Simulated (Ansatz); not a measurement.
# GaAs: the cost of one run

Computed with Ansatz 0.2.0 (DFT LDA, scalar-relativistic, plane waves, PAW, unless a step's input says otherwise).

4 further runs of the same task are left out: 1 that didn't finish, 3 set aside as unsound or not needed.

### 1 The structure to begin with

The structure is cubic, space group F-43m (No. 216). Conventional cell: a = 5.603 Å, b = 5.603 Å, c = 5.603 Å, α = 90.00°, β = 90.00°, γ = 90.00°. Around Ga (site symmetry -43m) lie 4 As at 2.43 Å. Around As (site symmetry -43m) lie 4 Ga at 2.43 Å.

As a file:

```cif
data_structure
_symmetry_space_group_name_H-M 'F-43m'
_symmetry_Int_Tables_number 216
_cell_length_a 5.6031
_cell_length_b 5.6031
_cell_length_c 5.6031
_cell_angle_alpha 90.000
_cell_angle_beta 90.000
_cell_angle_gamma 90.000
_cell_volume 175.91
loop_
_atom_site_label
_atom_site_type_symbol
_atom_site_symmetry_multiplicity
_atom_site_Wyckoff_symbol
_atom_site_fract_x
_atom_site_fract_y
_atom_site_fract_z
_atom_site_occupancy
Ga1 Ga 4 a 0.00000 0.00000 0.00000 1
As1 As 4 c 0.25000 0.25000 0.25000 1
```

It is the result of an earlier relaxation at this level (volume 21.99 Å³/atom; gap on the mesh: 0.49 eV).

### 2 Relaxing at 2 GPa

What is minimised here is the enthalpy; the energy can go up as the cell is squeezed.

Input file input.yaml:

```yaml
crystal:
  lattice:
    - [0.0, 2.8015748656, 2.8015748656]
    - [2.8015748656, 0.0, 2.8015748656]
    - [2.8015748656, 2.8015748656, 0.0]
  atoms:
    - { symbol: Ga, position: [0.0, 0.0, 0.0] }
    - { symbol: As, position: [0.75, 0.75, 0.75] }
basis:
  ecutwfc: 420
kpoints:
  mp_grid: { grid: [12, 12, 12] }
hamiltonian:
  xc: lda
scf:
  occupations: { method: fixed }
output:
  forces: true
  stress: true
  eigenvalues: true
relax:
  adjacent_minimum: "off"
  f_tol: 0.001
  max_steps: 60
  cell: { stress_tol: 0.02, p_target: 2.0 }
```

Started as:

```bash
$ ansatz run input.yaml --threads 1 --pin off --max-ram 3072MiB --backend cpu --events-out ev --progress --plain --runs-dir out
```

What time and memory should one allow on 1 thread of Intel Xeon Platinum 8488C (Sapphire Rapids), shared host?

About 30 s, with a peak of 0.4 GiB.
